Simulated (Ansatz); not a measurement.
**GaH− (doublet): the correlation ladder, aug-cc-pVTZ**

How much of the correlation energy of GaH− (doublet) does each wave-function method recover here?

The runs use Ansatz 0.2.0, Gaussian basis; aug-cc-pVTZ, core rule «outside noble gas», up to 14 orbitals frozen.

To be run: UHF; CCSD(T) on ROHF; CCSD(T) on UHF; BCCD(T) on ROHF; CCSDT(Q) on ROHF; CCSDT(Q) on UHF; CASSCF and MRCISD+Q, 5 electrons in 5 orbitals; CASSCF and NEVPT2, 5 electrons in 5 orbitals.

6 further runs of the same task are left out: 2 that didn't finish, 4 set aside as unsound or not needed.

### 1 The geometry

The geometry is a PBE0/def2-TZVPD stationary point (not a proven minimum). No spin-orbit coupling is included. The filled d shell of Ga may be among the frozen orbitals whatever the setting's name suggests; the logs give the count.

2 atoms, charge -1, spin multiplicity 2.

Atoms are counted from 1 here; the program's logs count them from 0.

Bond lengths: Ga1–H2 1.724 Å.

### 2 UHF

Contents of in.yaml:

```yaml
crystal:
  periodic: [false, false, false]
  atoms:
    - {symbol: Ga, position_ang: [0.000000, 0.000000, 0.000000]}
    - {symbol: H, position_ang: [0.000000, 0.000000, 1.724400]}
basis:
  gaussian: {orbitals: aug-cc-pVTZ}
total_charge: -1
magnetization: {spin_polarized: true, initial_magnetization: 1}
hamiltonian: {xc: hf}
output: {orbitals: {seedname: orbitals}}
```

Run with:

```sh
> ansatz run in.yaml --threads 1 --pin off --events-out ev --progress --plain --max-ram 2816MiB --backend cpu
```

The runs that follow: CCSD(T) on ROHF; CCSD(T) on UHF; BCCD(T) on ROHF; CCSDT(Q) on ROHF; CCSDT(Q) on UHF; CASSCF and MRCISD+Q, 5 electrons in 5 orbitals; CASSCF and NEVPT2, 5 electrons in 5 orbitals.

Q: Predict the results of all the runs planned. Wanted: UCCSDT(Q) below the RHF energy; RMP2 from UCCSDT(Q); UMP2 from UCCSDT(Q); RCCSD from UCCSDT(Q); RCCSD(T) from UCCSDT(Q); UCCSD(T) from UCCSDT(Q); RCCSDT(Q) from UCCSDT(Q); NEVPT2 valence from UCCSDT(Q); MRCISD+Q valence from UCCSDT(Q).

As calculated:

| quantity | value |
| --- | --- |
| UCCSDT(Q) below the RHF energy | -2.6054 eV |
| RMP2 from UCCSDT(Q) | +613.7 meV |
| UMP2 from UCCSDT(Q) | +623.1 meV |
| RCCSD from UCCSDT(Q) | +106.2 meV |
| RCCSD(T) from UCCSDT(Q) | +24.6 meV |
| UCCSD(T) from UCCSDT(Q) | +23.3 meV |
| RCCSDT(Q) from UCCSDT(Q) | +1.4 meV |
| NEVPT2 valence from UCCSDT(Q) | +591.2 meV |
| MRCISD+Q valence from UCCSDT(Q) | +7.6 meV |
| levels within 1 kcal/mol (43 meV) | RCCSD(T), UCCSD(T), BCCD(T), RCCSDT, UCCSDT, RCCSDT(Q), MRCISD+Q valence |
| T1 diagnostic | 0.028 |
| effectively unpaired electrons | 1.04 |

RCCSD(T) lands +24.6 meV from the yardstick (0.9 % of the correlation energy). One determinant dominates. Of the multireference levels listed MRCISD+Q valence comes nearest in total energy (+7.6 meV), which doesn't show that its space is the better one. These misses are within one basis, not against nature; the frozen cores of restricted and unrestricted runs differ, which can shift their rows.
